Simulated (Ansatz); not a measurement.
# C4H2F4: one species, many methods

Aim: compute C4H2F4 with functionals from several rungs and with coupled cluster. The yardstick is the atomisation energy at the CCSD(T) limit.

Computed with Ansatz 0.2.0, Gaussian basis. Level: functionals in def2-TZVPP, the program's frozen cores in correlated methods.

Plan: LDA (SPW92), PBE-D4, revPBE-D4, BLYP-D4, r2SCAN-D4, B97M-V, PBE0-D4, B3LYP-D4, r2SCANh-D4, r2SCAN0-D4, HSE06-D4, BHLYP-D4, CAM-B3LYP-D4, LC-ωPBE, ωB97X-V, ωB97M-V, B2PLYP, PBE-QIDH; CCSD(T)/def2-SVP; CCSD(T)/def2-TZVPP; MP2/def2-QZVPP; extrapolation to the limit; RPA on PBE.

## 1. The relaxed structure

All runs share one geometry, relaxed beforehand with PBE0-D4 in a triple-zeta def2 set.

SMILES `FC(F)C#CC(F)F`, 10 atoms, charge 0, spin multiplicity 1.

Atoms are counted from 1 here; the program's logs count them from 0.

Bond lengths: F1–C2 1.353 Å, C2–F3 1.353 Å, C2–C4 1.461 Å, C2–H9 1.095 Å, C4–C5 1.198 Å, C5–C6 1.461 Å, C6–F7 1.353 Å, C6–F8 1.353 Å, C6–H10 1.095 Å. Angles: F1–C2–F3 107.9°, F1–C2–C4 110.3°, F1–C2–H9 108.3°, F3–C2–C4 110.2°, F3–C2–H9 108.3°, C4–C2–H9 111.8°, C2–C4–C5 177.2°, C4–C5–C6 177.2°, C5–C6–F7 110.2°, C5–C6–F8 110.2°, C5–C6–H10 111.8°, F7–C6–F8 107.9°, F7–C6–H10 108.3°, F8–C6–H10 108.3°.

## 2. LDA

This LDA is Slater exchange with PW92 correlation.

File in.yaml:

```yaml
crystal:
  periodic: [false, false, false]
  atoms:
    - {symbol: F, position_ang: [1.191134, -1.398775, 2.168678]}
    - {symbol: C, position_ang: [-0.001872, -1.382028, 1.531654]}
    - {symbol: F, position_ang: [-0.233998, -2.625246, 1.052285]}
    - {symbol: C, position_ang: [0.022778, -0.414722, 0.436883]}
    - {symbol: C, position_ang: [-0.003216, 0.405376, -0.435511]}
    - {symbol: C, position_ang: [0.019452, 1.372641, -1.530353]}
    - {symbol: F, position_ang: [-1.163252, 1.364341, -2.186430]}
    - {symbol: F, position_ang: [0.218041, 2.620661, -1.048296]}
    - {symbol: H, position_ang: [-0.779640, -1.145377, 2.264628]}
    - {symbol: H, position_ang: [0.813674, 1.151929, -2.250537]}
basis:
  gaussian: {orbitals: def2-TZVPP}
hamiltonian: {xc: lda}
output: {orbitals: {seedname: orbitals}}
```

Started as:

```console
ansatz run in.yaml --threads 4 --pin off --events-out ev --progress --plain --max-ram 11315MiB
```

Further steps of the session: PBE-D4 (GGA); revPBE-D4 (GGA); BLYP-D4 (GGA); r2SCAN-D4 (meta-GGA); B97M-V (meta-GGA); PBE0-D4 (hybrid); B3LYP-D4 (hybrid); r2SCANh-D4 (hybrid); r2SCAN0-D4 (hybrid); HSE06-D4 (hybrid); BHLYP-D4 (hybrid); CAM-B3LYP-D4 (range-separated); LC-ωPBE (range-separated); ωB97X-V (range-separated); ωB97M-V (range-separated); B2PLYP (double hybrid); PBE-QIDH (double hybrid); CCSD(T) in def2-SVP; CCSD(T) in def2-TZVPP; MP2 in def2-QZVPP; RPA on PBE orbitals.

Before running them: what should the planned runs give, taken together? Wanted: atomisation energy, CCSD(T)/CBS; farthest beyond LDA; mean size of error, GGA; mean size of error, meta-GGA; mean size of error, hybrid; mean size of error, range-separated; mean size of error, double hybrid; gap, smallest and largest; T1 diagnostic.

**Answer**, as computed:

```
                               quantity                                            value
        atomisation energy, CCSD(T)/CBS                                    4317.0 kJ/mol
 functionals within 21.6 kJ/mol (0.5 %)  B97M-V, B3LYP-D4, r2SCANh-D4, ωB97X-V, PBE-QIDH
                    farthest beyond LDA                         BHLYP-D4 (-238.3 kJ/mol)
                mean size of error, GGA                                     116.2 kJ/mol
           mean size of error, meta-GGA                                      24.8 kJ/mol
             mean size of error, hybrid                                      80.8 kJ/mol
    mean size of error, range-separated                                      31.2 kJ/mol
      mean size of error, double hybrid                                      13.0 kJ/mol
              gap, smallest and largest        5.95 eV (LDA (SPW92)), 13.60 eV (LC-ωPBE)
                          T1 diagnostic                                           0.0125
triples share of the correlation energy                                            3.6 %
```

In words: LDA overbinds by 911.5 kJ/mol (21 %). PBE-D4 is off by +236.6 kJ/mol. Double hybrids carry the basis error of their MP2 part in triple zeta, and no dispersion term here, so their miss is partly the set-up's. Taken by rung, double hybrid functionals do best (13.0 kJ/mol on average) and GGA ones worst beyond LDA (116.2 kJ/mol). The reference freezes the cores and leaves out relativity and excitations past (T), so misses under about 21.6 kJ/mol can't be ranked. Hartree-Fock recovers 69 % of the binding; the rest is correlation. CCSD(T) in def2-SVP is off by -190.0 kJ/mol, so the small basis spoils what the method gains. The gap grows from 5.9 to 13.6 eV across the functionals, mostly with the share of exact exchange.
